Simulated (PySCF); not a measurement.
# C₂H₆F₂GeO: NMR shifts at several levels of theory, part 1 of 2

How much do the NMR shifts of C₂H₆F₂GeO (`OC[CH2][GeH]([F])[F]`) depend on the level of theory, and what does each level cost?

Computed with PySCF 2.14.0, with density-fitted response routines of our own, on a single molecule in the gas phase. Atoms are numbered from 0 throughout.

## Step 1: Starting geometry

12 atoms, charge 0, multiplicity 1; geometry from: PBE0-D3(BJ)/def2-SVP.

Bonds of the start (Å): O0–C1 1.41, C1–C2 1.51, C2–Ge3 1.94, Ge3–F4 1.74, Ge3–F5 1.74, O0–H6 0.96, C1–H7 1.11, C1–H8 1.10, C2–H9 1.10, C2–H10 1.10, Ge3–H11 1.53.

## Step 2: NMR shieldings: PBE0/pcSseg-1

Job settings and geometry (Å):

```
{"job": {"kind": "nmr", "xc": "PBE0", "basis": "pcSseg-1", "pop": false}, "charge": 0, "multiplicity": 1}
O      1.209091     0.420707    -1.071031
C      1.226680     0.148093     0.314615
C      0.052565    -0.773478     0.571115
Ge    -1.457227    -0.019718    -0.385135
F     -2.909690    -0.587399     0.386124
F     -1.460571     1.685221    -0.039812
H      1.737301     1.204252    -1.252736
H      2.181071    -0.319687     0.623883
H      1.098330     1.074017     0.903354
H     -0.200490    -0.858832     1.638114
H      0.242669    -1.786243     0.182365
H     -1.680293    -0.213331    -1.882747
```

Method: GIAO PBE0/pcSseg-1 NMR shielding, non-relativistic, gas phase.

Run with:

```console
OMP_NUM_THREADS=1 python probes_run.py task.json out
```

The driver reads the jobs from task.json and runs them one after another.

Output:

```text
coarse grid: 48392 points
cycle   1  E = -2430.7296725632  dE = -1.626e-01  |g| = 1.308e+00  |ddm| = 3.124e+00
cycle   2  E = -2430.4565914632  dE =  2.731e-01  |g| = 1.875e+00  |ddm| = 1.837e+00
cycle   3  E = -2430.9302630901  dE = -4.737e-01  |g| = 1.879e-01  |ddm| = 1.209e+00
cycle   4  E = -2430.9347737069  dE = -4.511e-03  |g| = 7.558e-02  |ddm| = 1.439e-01
cycle   5  E = -2430.9356215915  dE = -8.479e-04  |g| = 1.204e-02  |ddm| = 5.211e-02
cycle   6  E = -2430.9356450608  dE = -2.347e-05  |g| = 4.225e-03  |ddm| = 9.714e-03
cycle   7  E = -2430.9356473700  dE = -2.309e-06  |g| = 7.629e-04  |ddm| = 2.855e-03
final grid: 102104 points
cycle   8  E = -2430.9355546581  dE =  4.196e-08  |g| = 1.028e-03  |ddm| = 1.478e-03
cycle   9  E = -2430.9355544483  dE =  2.098e-07  |g| = 1.464e-03  |ddm| = 1.772e-03
cycle  10  E = -2430.9355548810  dE = -4.327e-07  |g| = 7.963e-05  |ddm| = 1.010e-03
cycle  11  E = -2430.9355548821  dE = -1.151e-09  |g| = 1.591e-05  |ddm| = 6.212e-05
cycle  12  E = -2430.9355548822  dE = -4.638e-11  |g| = 3.430e-06  |ddm| = 1.177e-05
converged SCF energy = -2430.9355548822

GIAO shielding tensors (ppm)
atom      isotropic    diamagn.    paramagn.     s11        s22        s33       span
  0 O      291.544     390.711     -99.167    242.950    263.303    368.380    125.430
  1 C      123.853     243.815    -119.962     96.495    109.972    165.093     68.599
  2 C      159.048     254.567     -95.519    131.913    167.072    178.159     46.246
  3 Ge    1273.229    2753.930   -1480.700   1180.359   1217.596   1421.732    241.373
  4 F      339.916     475.607    -135.691    254.124    369.552    396.072    141.948
  5 F      362.734     477.576    -114.842    276.794    390.016    421.393    144.599
  6 H       30.494      31.379      -0.886     21.516     25.523     44.443     22.927
  7 H       27.177      28.086      -0.909     22.190     26.145     33.197     11.007
  8 H       27.184      30.133      -2.949     23.993     25.893     31.666      7.673
  9 H       29.806      30.136      -0.329     25.209     27.820     36.390     11.182
 10 H       29.451      30.167      -0.716     25.332     27.581     35.441     10.109
 11 H       25.288      26.601      -1.313     18.520     20.390     36.953     18.434
```

It took 21 s on 1 thread of Arm Neoverse V1, shared host; peak memory 0.86 GiB.

Shifts follow as δ = σ(reference) − σ, with reference shieldings (ppm) from runs at the same level and on the same kind of geometry: 1H TMS 31.27, 13C TMS 184.4, 19F CFCl3 177.2, 17O H2O 334.6, 73Ge GeMe4 1330. The references are single molecules in the gas phase, so shifts against H2O, NH3, PH3, H3PO4 or CFCl3 are not on the usual liquid scales and can be off by tens of ppm. Atoms listed in one row are averaged.

| atoms | environment | σ (ppm) | δ (ppm) |
| --- | --- | --- | --- |
| C1 | sp3 CH2 bonded to O | 123.9 | 60.6 |
| C2 | sp3 CH2 bonded to Ge | 159.0 | 25.4 |
| H11 | hydrogen on a germanium bonded to C, 2 F | 25.29 | 5.98 |
| H7, H8 | hydrogen on an sp3 CH2 bonded to O | 27.18 | 4.09 |
| H9, H10 | hydrogen on an sp3 CH2 bonded to Ge | 29.63 | 1.64 |
| H6 | hydrogen on an alcohol oxygen | 30.49 | 0.77 |
| O0 | alcohol oxygen | 291.5 | 43.0 |
| Ge3 | germanium bonded to C, 2 F, H | 1273 | 57 |
| F4, F5 | fluorine bonded to Ge | 351.3 | -174.1 |

## Step 3: Nuclear shieldings: mPW1PW91/pcSseg-1

Same as in step 2 but for these lines:

```diff
@@ -1,2 +1,2 @@
-{"job": {"kind": "nmr", "xc": "PBE0", "basis": "pcSseg-1", "pop": false}, "charge": 0, "multiplicity": 1}
+{"job": {"kind": "nmr", "xc": "mPW1PW91", "basis": "pcSseg-1", "pop": false}, "charge": 0, "multiplicity": 1}
 O      1.209091     0.420707    -1.071031
```

Level: GIAO mPW1PW91/pcSseg-1 NMR shielding, non-relativistic, gas phase.

Output:

```text
coarse grid: 48392 points
cycle   1  E = -2431.4347397490  dE = -1.574e-01  |g| = 1.319e+00  |ddm| = 3.124e+00
cycle   2  E = -2431.1498135418  dE =  2.849e-01  |g| = 1.904e+00  |ddm| = 1.856e+00
cycle   3  E = -2431.6410808076  dE = -4.913e-01  |g| = 1.867e-01  |ddm| = 1.222e+00
cycle   4  E = -2431.6455286008  dE = -4.448e-03  |g| = 7.669e-02  |ddm| = 1.441e-01
cycle   5  E = -2431.6464102210  dE = -8.816e-04  |g| = 1.212e-02  |ddm| = 5.273e-02
cycle   6  E = -2431.6464335390  dE = -2.332e-05  |g| = 4.330e-03  |ddm| = 9.652e-03
cycle   7  E = -2431.6464359550  dE = -2.416e-06  |g| = 7.679e-04  |ddm| = 2.902e-03
final grid: 102104 points
cycle   8  E = -2431.6463276729  dE =  3.645e-08  |g| = 1.024e-03  |ddm| = 1.516e-03
cycle   9  E = -2431.6463274668  dE =  2.061e-07  |g| = 1.454e-03  |ddm| = 1.754e-03
cycle  10  E = -2431.6463278936  dE = -4.268e-07  |g| = 7.998e-05  |ddm| = 9.994e-04
cycle  11  E = -2431.6463278947  dE = -1.143e-09  |g| = 1.586e-05  |ddm| = 6.170e-05
cycle  12  E = -2431.6463278948  dE = -4.820e-11  |g| = 3.563e-06  |ddm| = 1.196e-05
converged SCF energy = -2431.6463278948

GIAO shielding tensors (ppm)
atom      isotropic    diamagn.    paramagn.     s11        s22        s33       span
  0 O      290.584     390.888    -100.304    242.027    262.330    367.395    125.368
  1 C      122.933     243.852    -120.919     95.673    109.120    164.006     68.333
  2 C      158.010     254.599     -96.590    130.904    166.037    177.088     46.184
  3 Ge    1268.564    2754.137   -1485.572   1175.014   1211.743   1418.935    243.922
  4 F      340.486     475.746    -135.260    254.846    371.004    395.609    140.763
  5 F      362.894     477.717    -114.823    277.106    390.869    420.709    143.603
  6 H       30.534      31.391      -0.857     21.588     25.582     44.431     22.842
  7 H       27.243      28.118      -0.875     22.286     26.213     33.231     10.945
  8 H       27.246      30.190      -2.944     24.070     25.955     31.715      7.645
  9 H       29.849      30.174      -0.325     25.268     27.886     36.391     11.123
 10 H       29.501      30.212      -0.712     25.401     27.650     35.450     10.050
 11 H       25.355      26.664      -1.309     18.598     20.463     37.004     18.406
```

It took 23 s on 1 thread of Arm Neoverse V1, shared host; peak memory 0.86 GiB.

In short: δ C1 60.6, C2 25.5, O0 42.7, Ge3 56, H11 5.96, H7 4.07 ppm (means over like atoms).

## Step 4: Nuclear shieldings: WP04/pcSseg-1

Same as in step 3 but for these lines:

```diff
@@ -1,2 +1,2 @@
-{"job": {"kind": "nmr", "xc": "mPW1PW91", "basis": "pcSseg-1", "pop": false}, "charge": 0, "multiplicity": 1}
+{"job": {"kind": "nmr", "xc": "WP04", "basis": "pcSseg-1", "pop": false}, "charge": 0, "multiplicity": 1}
 O      1.209091     0.420707    -1.071031
```

Level: GIAO WP04/pcSseg-1 NMR shielding, non-relativistic, gas phase.

Output:

```text
coarse grid: 48392 points
cycle   1  E = -2449.2396211260  dE = -6.745e-02  |g| = 1.581e+00  |ddm| = 3.157e+00
cycle   2  E = -2448.3518545424  dE =  8.878e-01  |g| = 2.806e+00  |ddm| = 2.735e+00
cycle   3  E = -2449.6086678416  dE = -1.257e+00  |g| = 2.399e-01  |ddm| = 2.001e+00
cycle   4  E = -2449.6154167594  dE = -6.749e-03  |g| = 1.559e-01  |ddm| = 2.687e-01
cycle   5  E = -2449.6204013676  dE = -4.985e-03  |g| = 1.964e-02  |ddm| = 1.128e-01
cycle   6  E = -2449.6204514974  dE = -5.013e-05  |g| = 9.077e-03  |ddm| = 1.510e-02
cycle   7  E = -2449.6204661561  dE = -1.466e-05  |g| = 2.096e-03  |ddm| = 6.695e-03
cycle   8  E = -2449.6204668573  dE = -7.012e-07  |g| = 5.246e-04  |ddm| = 1.580e-03
final grid: 102104 points
cycle   9  E = -2449.6202960424  dE = -7.096e-08  |g| = 7.029e-04  |ddm| = 1.432e-03
cycle  10  E = -2449.6202959569  dE =  8.552e-08  |g| = 1.036e-03  |ddm| = 1.010e-03
cycle  11  E = -2449.6202961037  dE = -1.468e-07  |g| = 1.158e-04  |ddm| = 6.302e-04
cycle  12  E = -2449.6202961054  dE = -1.753e-09  |g| = 1.391e-05  |ddm| = 6.559e-05
cycle  13  E = -2449.6202961054  dE = -2.592e-11  |g| = 5.504e-06  |ddm| = 1.271e-05
converged SCF energy = -2449.6202961054

GIAO shielding tensors (ppm)
atom      isotropic    diamagn.    paramagn.     s11        s22        s33       span
  0 O      278.379     393.883    -115.504    231.432    253.369    350.336    118.905
  1 C      109.028     245.071    -136.043     81.301     95.636    150.149     68.848
  2 C      145.270     256.002    -110.732    119.123    152.191    164.496     45.372
  3 Ge    1281.154    2759.465   -1478.311   1186.010   1212.488   1444.962    258.952
  4 F      340.562     478.853    -138.291    256.483    376.902    388.300    131.817
  5 F      360.410     481.082    -120.672    277.062    399.533    404.636    127.574
  6 H       30.510      31.516      -1.006     21.995     25.712     43.821     21.826
  7 H       27.639      28.150      -0.512     23.037     26.659     33.219     10.182
  8 H       27.639      30.818      -3.179     24.622     26.401     31.894      7.272
  9 H       30.066      30.461      -0.395     25.791     28.298     36.111     10.320
 10 H       29.809      30.567      -0.758     25.961     28.140     35.328      9.367
 11 H       26.131      27.653      -1.522     19.538     21.309     37.545     18.006
```

Wall time 20 s (1 thread of Arm Neoverse V1, shared host); peak memory 0.86 GiB.

Key values: δ C1 63.4, C2 27.2, O0 39.2, Ge3 -5, H11 5.43, H7 3.93 ppm (means over like atoms).

## Step 5: Shielding tensors: B97-2/pcSseg-1

Same as in step 4 but for these lines:

```diff
@@ -1,2 +1,2 @@
-{"job": {"kind": "nmr", "xc": "WP04", "basis": "pcSseg-1", "pop": false}, "charge": 0, "multiplicity": 1}
+{"job": {"kind": "nmr", "xc": "B97-2", "basis": "pcSseg-1", "pop": false}, "charge": 0, "multiplicity": 1}
 O      1.209091     0.420707    -1.071031
```

Method: GIAO B97-2/pcSseg-1 NMR shielding, non-relativistic, gas phase.

Output:

```text
coarse grid: 48392 points
cycle   1  E = -2431.7794590000  dE = -1.634e-01  |g| = 1.279e+00  |ddm| = 3.122e+00
cycle   2  E = -2431.4550280032  dE =  3.244e-01  |g| = 1.932e+00  |ddm| = 1.916e+00
cycle   3  E = -2431.9857922718  dE = -5.308e-01  |g| = 1.774e-01  |ddm| = 1.282e+00
cycle   4  E = -2431.9897882467  dE = -3.996e-03  |g| = 8.417e-02  |ddm| = 1.541e-01
cycle   5  E = -2431.9909610931  dE = -1.173e-03  |g| = 1.216e-02  |ddm| = 5.989e-02
cycle   6  E = -2431.9909831716  dE = -2.208e-05  |g| = 4.735e-03  |ddm| = 9.705e-03
cycle   7  E = -2431.9909860708  dE = -2.899e-06  |g| = 7.957e-04  |ddm| = 3.204e-03
final grid: 102104 points
cycle   8  E = -2431.9909158039  dE =  4.502e-08  |g| = 1.090e-03  |ddm| = 1.645e-03
cycle   9  E = -2431.9909155385  dE =  2.654e-07  |g| = 1.577e-03  |ddm| = 1.955e-03
cycle  10  E = -2431.9909160635  dE = -5.250e-07  |g| = 1.006e-04  |ddm| = 1.127e-03
cycle  11  E = -2431.9909160651  dE = -1.648e-09  |g| = 1.792e-05  |ddm| = 7.095e-05
cycle  12  E = -2431.9909160652  dE = -5.366e-11  |g| = 4.646e-06  |ddm| = 1.297e-05
converged SCF energy = -2431.9909160652

GIAO shielding tensors (ppm)
atom      isotropic    diamagn.    paramagn.     s11        s22        s33       span
  0 O      289.249     390.972    -101.723    241.532    261.804    364.410    122.878
  1 C      123.166     243.845    -120.679     96.180    109.699    163.620     67.441
  2 C      158.293     254.569     -96.276    131.850    165.856    177.171     45.321
  3 Ge    1276.956    2754.991   -1478.034   1184.580   1219.611   1426.678    242.098
  4 F      340.132     475.911    -135.779    255.543    372.821    392.032    136.489
  5 F      362.378     477.946    -115.568    277.701    392.570    416.862    139.161
  6 H       30.588      31.465      -0.877     21.711     25.683     44.371     22.660
  7 H       27.291      28.141      -0.850     22.359     26.283     33.230     10.871
  8 H       27.299      30.290      -2.992     24.143     26.016     31.738      7.595
  9 H       29.905      30.251      -0.346     25.380     27.972     36.363     10.983
 10 H       29.575      30.284      -0.708     25.518     27.746     35.462      9.944
 11 H       25.455      26.834      -1.379     18.728     20.585     37.052     18.324
```

It took 20 s on 1 thread of Arm Neoverse V1, shared host; peak memory 0.86 GiB.

In short: δ C1 60.5, C2 25.4, O0 42.4, Ge3 44, H11 5.92, H7 4.08 ppm (means over like atoms).

## Step 6: Nuclear shieldings: BHandHLYP/pcSseg-1

Same as in step 5 but for these lines:

```diff
@@ -1,2 +1,2 @@
-{"job": {"kind": "nmr", "xc": "B97-2", "basis": "pcSseg-1", "pop": false}, "charge": 0, "multiplicity": 1}
+{"job": {"kind": "nmr", "xc": "BHandHLYP", "basis": "pcSseg-1", "pop": false}, "charge": 0, "multiplicity": 1}
 O      1.209091     0.420707    -1.071031
```

With the program's defaults for keys left out, this is: GIAO BHandHLYP/pcSseg-1 NMR shielding, non-relativistic, gas phase.

Output:

```text
coarse grid: 48392 points
cycle   1  E = -2431.1915655868  dE = -1.828e-01  |g| = 1.174e+00  |ddm| = 3.070e+00
cycle   2  E = -2431.1376133304  dE =  5.395e-02  |g| = 1.342e+00  |ddm| = 1.353e+00
cycle   3  E = -2431.3718623023  dE = -2.342e-01  |g| = 8.940e-02  |ddm| = 7.639e-01
cycle   4  E = -2431.3728416731  dE = -9.794e-04  |g| = 4.483e-02  |ddm| = 7.248e-02
cycle   5  E = -2431.3731275715  dE = -2.859e-04  |g| = 5.823e-03  |ddm| = 2.724e-02
cycle   6  E = -2431.3731335282  dE = -5.957e-06  |g| = 2.677e-03  |ddm| = 5.896e-03
final grid: 102104 points
cycle   7  E = -2431.3730426438  dE =  1.010e-07  |g| = 2.965e-03  |ddm| = 3.251e-03
cycle   8  E = -2431.3730422716  dE =  3.722e-07  |g| = 3.333e-03  |ddm| = 3.507e-03
cycle   9  E = -2431.3730439212  dE = -1.650e-06  |g| = 1.164e-04  |ddm| = 1.851e-03
cycle  10  E = -2431.3730439229  dE = -1.688e-09  |g| = 2.124e-05  |ddm| = 6.882e-05
cycle  11  E = -2431.3730439230  dE = -1.683e-10  |g| = 8.212e-06  |ddm| = 3.645e-05
converged SCF energy = -2431.3730439230

GIAO shielding tensors (ppm)
atom      isotropic    diamagn.    paramagn.     s11        s22        s33       span
  0 O      297.038     391.714     -94.676    248.501    267.218    375.396    126.895
  1 C      125.257     242.558    -117.301     99.038    111.638    165.097     66.059
  2 C      160.241     253.209     -92.967    133.738    168.288    178.698     44.959
  3 Ge    1339.177    2753.061   -1413.884   1236.776   1266.561   1514.195    277.419
  4 F      358.696     476.433    -117.737    279.493    385.908    410.687    131.193
  5 F      380.827     478.342     -97.515    302.009    404.683    435.791    133.782
  6 H       30.473      31.327      -0.855     21.385     25.285     44.749     23.364
  7 H       27.465      28.113      -0.648     22.506     26.351     33.537     11.031
  8 H       27.523      30.155      -2.632     24.335     26.154     32.080      7.745
  9 H       30.052      30.056      -0.004     25.393     27.971     36.793     11.400
 10 H       29.712      30.102      -0.390     25.533     27.770     35.835     10.302
 11 H       25.763      26.770      -1.007     19.022     20.845     37.423     18.401
```

Wall time 23 s (1 thread of Arm Neoverse V1, shared host); peak memory 0.83 GiB.

This run: δ C1 58.7, C2 23.7, O0 37.7, Ge3 35, H11 5.68, H7 3.95 ppm (means over like atoms).

## Step 7: Nuclear shieldings: CAM-B3LYP/pcSseg-1

Same as in step 6 but for these lines:

```diff
@@ -1,2 +1,2 @@
-{"job": {"kind": "nmr", "xc": "BHandHLYP", "basis": "pcSseg-1", "pop": false}, "charge": 0, "multiplicity": 1}
+{"job": {"kind": "nmr", "xc": "CAM-B3LYP", "basis": "pcSseg-1", "pop": false}, "charge": 0, "multiplicity": 1}
 O      1.209091     0.420707    -1.071031
```

Method: GIAO CAM-B3LYP/pcSseg-1 NMR shielding, non-relativistic, gas phase.

Output:

```text
coarse grid: 48392 points
cycle   1  E = -2431.3656125570  dE = -1.325e-01  |g| = 1.341e+00  |ddm| = 3.079e+00
cycle   2  E = -2431.2203966680  dE =  1.452e-01  |g| = 1.698e+00  |ddm| = 1.624e+00
cycle   3  E = -2431.5806652591  dE = -3.603e-01  |g| = 1.324e-01  |ddm| = 9.565e-01
cycle   4  E = -2431.5827130077  dE = -2.048e-03  |g| = 6.018e-02  |ddm| = 9.705e-02
cycle   5  E = -2431.5831900476  dE = -4.770e-04  |g| = 7.407e-03  |ddm| = 3.349e-02
cycle   6  E = -2431.5831981109  dE = -8.063e-06  |g| = 4.216e-03  |ddm| = 7.294e-03
cycle   7  E = -2431.5832007535  dE = -2.643e-06  |g| = 5.369e-04  |ddm| = 2.785e-03
final grid: 102104 points
cycle   8  E = -2431.5830777846  dE = -7.258e-08  |g| = 5.307e-04  |ddm| = 9.393e-04
cycle   9  E = -2431.5830777644  dE =  2.021e-08  |g| = 6.547e-04  |ddm| = 6.392e-04
cycle  10  E = -2431.5830778296  dE = -6.514e-08  |g| = 2.675e-05  |ddm| = 3.518e-04
cycle  11  E = -2431.5830778297  dE = -1.719e-10  |g| = 1.383e-05  |ddm| = 3.151e-05
converged SCF energy = -2431.5830778297

GIAO shielding tensors (ppm)
atom      isotropic    diamagn.    paramagn.     s11        s22        s33       span
  0 O      294.471     390.875     -96.404    246.123    265.090    372.200    126.077
  1 C      121.373     243.134    -121.761     93.770    106.760    163.588     69.818
  2 C      156.461     253.743     -97.282    128.868    164.773    175.741     46.872
  3 Ge    1255.303    2753.857   -1498.553   1156.724   1196.919   1412.266    255.542
  4 F      340.877     476.069    -135.192    254.794    370.261    397.577    142.783
  5 F      365.126     478.202    -113.075    278.784    392.208    424.388    145.604
  6 H       30.490      31.331      -0.840     21.524     25.569     44.378     22.854
  7 H       27.240      28.151      -0.911     22.323     26.244     33.153     10.830
  8 H       27.268      30.303      -3.035     24.116     25.999     31.690      7.575
  9 H       29.889      30.163      -0.274     25.370     27.944     36.353     10.982
 10 H       29.526      30.211      -0.685     25.447     27.716     35.414      9.968
 11 H       25.393      26.848      -1.455     18.655     20.497     37.026     18.372
```

Wall time 36 s (1 thread of Arm Neoverse V1, shared host); peak memory 0.9 GiB.

This run: δ C1 61.1, C2 26.0, O0 44.1, Ge3 59, H11 5.94, H7 4.07 ppm (means over like atoms).

## Step 8: Shielding tensors: wB97X-D/pcSseg-1

Same as in step 7 but for these lines:

```diff
@@ -1,2 +1,2 @@
-{"job": {"kind": "nmr", "xc": "CAM-B3LYP", "basis": "pcSseg-1", "pop": false}, "charge": 0, "multiplicity": 1}
+{"job": {"kind": "nmr", "xc": "wB97X-D", "basis": "pcSseg-1", "pop": false}, "charge": 0, "multiplicity": 1}
 O      1.209091     0.420707    -1.071031
```

Method: GIAO wB97X-D/pcSseg-1 NMR shielding, non-relativistic, gas phase.

Output:

```text
coarse grid: 48392 points
cycle   1  E = -2431.3157361925  dE = -1.482e-01  |g| = 1.305e+00  |ddm| = 3.067e+00
cycle   2  E = -2431.2313487493  dE =  8.439e-02  |g| = 1.549e+00  |ddm| = 1.492e+00
cycle   3  E = -2431.5295813266  dE = -2.982e-01  |g| = 1.002e-01  |ddm| = 8.182e-01
cycle   4  E = -2431.5307964449  dE = -1.215e-03  |g| = 5.128e-02  |ddm| = 7.885e-02
cycle   5  E = -2431.5311569442  dE = -3.605e-04  |g| = 6.611e-03  |ddm| = 2.874e-02
cycle   6  E = -2431.5311658559  dE = -8.912e-06  |g| = 3.451e-03  |ddm| = 8.314e-03
cycle   7  E = -2431.5311679047  dE = -2.049e-06  |g| = 7.347e-04  |ddm| = 2.663e-03
final grid: 102104 points
cycle   8  E = -2431.5304630405  dE = -1.059e-06  |g| = 1.325e-03  |ddm| = 2.512e-03
cycle   9  E = -2431.5304629571  dE =  8.343e-08  |g| = 1.600e-03  |ddm| = 1.439e-03
cycle  10  E = -2431.5304632967  dE = -3.396e-07  |g| = 5.324e-05  |ddm| = 7.528e-04
cycle  11  E = -2431.5304632977  dE = -1.079e-09  |g| = 3.017e-05  |ddm| = 8.659e-05
cycle  12  E = -2431.5304632980  dE = -2.115e-10  |g| = 1.245e-05  |ddm| = 3.355e-05
converged SCF energy = -2431.5304632980

GIAO shielding tensors (ppm)
atom      isotropic    diamagn.    paramagn.     s11        s22        s33       span
  0 O      294.871     391.408     -96.537    246.973    266.113    371.528    124.554
  1 C      124.410     243.704    -119.294     97.300    110.287    165.643     68.343
  2 C      159.956     254.807     -94.851    133.364    167.991    178.513     45.149
  3 Ge    1270.325    2753.901   -1483.577   1172.553   1211.661   1426.760    254.208
  4 F      344.068     475.893    -131.825    260.189    373.908    398.108    137.918
  5 F      366.678     477.884    -111.207    283.060    394.095    422.878    139.819
  6 H       30.585      31.380      -0.795     21.617     25.562     44.576     22.960
  7 H       27.351      28.215      -0.864     22.402     26.292     33.358     10.956
  8 H       27.373      30.323      -2.951     24.201     26.048     31.869      7.668
  9 H       29.954      30.284      -0.330     25.327     27.953     36.581     11.253
 10 H       29.614      30.326      -0.712     25.472     27.742     35.629     10.156
 11 H       25.500      26.825      -1.325     18.763     20.599     37.138     18.374
```

It took 26 s on 1 thread of Arm Neoverse V1, shared host; peak memory 0.9 GiB.

Key values: δ C1 60.1, C2 24.6, O0 38.3, Ge3 60, H11 5.88, H7 4.02 ppm (means over like atoms).

(Continued in part 2 of 2.)
